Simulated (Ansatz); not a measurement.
**TiSe (NiAs type): equation of state**

The task here is to estimate one member of a computed series from the others.

Computed with Ansatz 0.2.0 (DFT PBEsol, scalar-relativistic, plane waves, PAW, unless a step's input says otherwise).

**The system as given**

Symmetry: P6_3/mmc, No. 194, hexagonal system. The conventional cell has a = 3.357 Å, b = 3.357 Å, c = 6.756 Å, α = 90.00°, β = 90.00°, γ = 120.00°. Ti (site symmetry -3m) has 6 Se at 2.57 Å as nearest neighbours. Se (site symmetry -6m2) has 6 Ti at 2.57 Å as nearest neighbours.

Coordinates:

```cif
data_structure
_symmetry_space_group_name_H-M 'P6_3/mmc'
_symmetry_Int_Tables_number 194
_cell_length_a 3.3569
_cell_length_b 3.3569
_cell_length_c 6.7562
_cell_angle_alpha 90.000
_cell_angle_beta 90.000
_cell_angle_gamma 120.000
_cell_volume 65.93
loop_
_atom_site_label
_atom_site_type_symbol
_atom_site_symmetry_multiplicity
_atom_site_Wyckoff_symbol
_atom_site_fract_x
_atom_site_fract_y
_atom_site_fract_z
_atom_site_occupancy
Ti1 Ti 2 a 0.00000 0.00000 0.00000 1
Se1 Se 2 c 0.33333 0.66667 0.25000 1
```

This cell comes from an earlier session at PBEsol: 16.483 Å³/atom at 0.00 GPa, on a 10×10×6 mesh.

Volume factors to run: 0.980, 1.020, 0.960, 1.040.

Set-up of the first run:

Input file input.yaml:

```yaml
crystal:
  lattice:
    - [3.3343400155, 0.0, 0.0]
    - [-1.6671700077, 2.8876231583, 0.0]
    - [0.0, 0.0, 6.7108658555]
  atoms:
    - { symbol: Ti, position: [0.0, 0.0, 0.0], spin: 0.05 }
    - { symbol: Ti, position: [0.0, 0.0, 0.5], spin: 0.05 }
    - { symbol: Se, position: [0.3333333333, 0.6666666667, 0.25] }
    - { symbol: Se, position: [0.6666666667, 0.3333333333, 0.75] }
basis:
  ecutwfc: 420
  ecutrho_ratio: 4
kpoints:
  mp_grid: { grid: [10, 10, 6] }
hamiltonian:
  xc: pbesol
scf:
  occupations: { method: gaussian, width: 0.05 }
output:
  forces: true
  stress: true
  eigenvalues: true
  populations: true
magnetization:
  spin_polarized: true
relax:
  f_tol: 0.01
  max_steps: 40
  cell: { stress_tol: 0.1, fix: [volume] }
```

Among the steps run: Volume × 0.980; At 1.020 of the relaxed volume; At 0.960 of the relaxed volume; Scaling the volume by 1.040.

One of the session's tables, all rows but one given; the rest of the session is left out.

```
volume (Å³/atom)  energy (meV/atom)  pressure (GPa)
          15.824              10.82            5.52
          16.154               2.58            2.61
          16.483               0.00            0.00
          16.813                  ?               ?
          17.143               9.56           -4.44
```

Estimate the missing values for volume (Å³/atom) = 16.813.

Worked estimate for «energy (meV/atom)». A straight line through the neighbours (16.483, 0.00) and (17.143, 9.56) gives 0.00 + (9.56 − 0.00) × (16.813 − 16.483) / (17.143 − 16.483) = 4.78; a parabola fitted to 3 rows on both sides gives 2.32.

The run gave: energy (meV/atom): 2.50; pressure (GPa): -2.34. In «energy (meV/atom)» the line misses by +2.28 and the parabola by -0.18.

volume (Å³/atom), energy (meV/atom) and a bar:
```
    15.82       10.8 ##############################
    16.15        2.6 #######
    16.48        0.0 
    16.81        2.5 #######
    17.14        9.6 ##########################
```

Limits of these values: Warnings in the runs' records: seeded moment not kept, stability check not made.
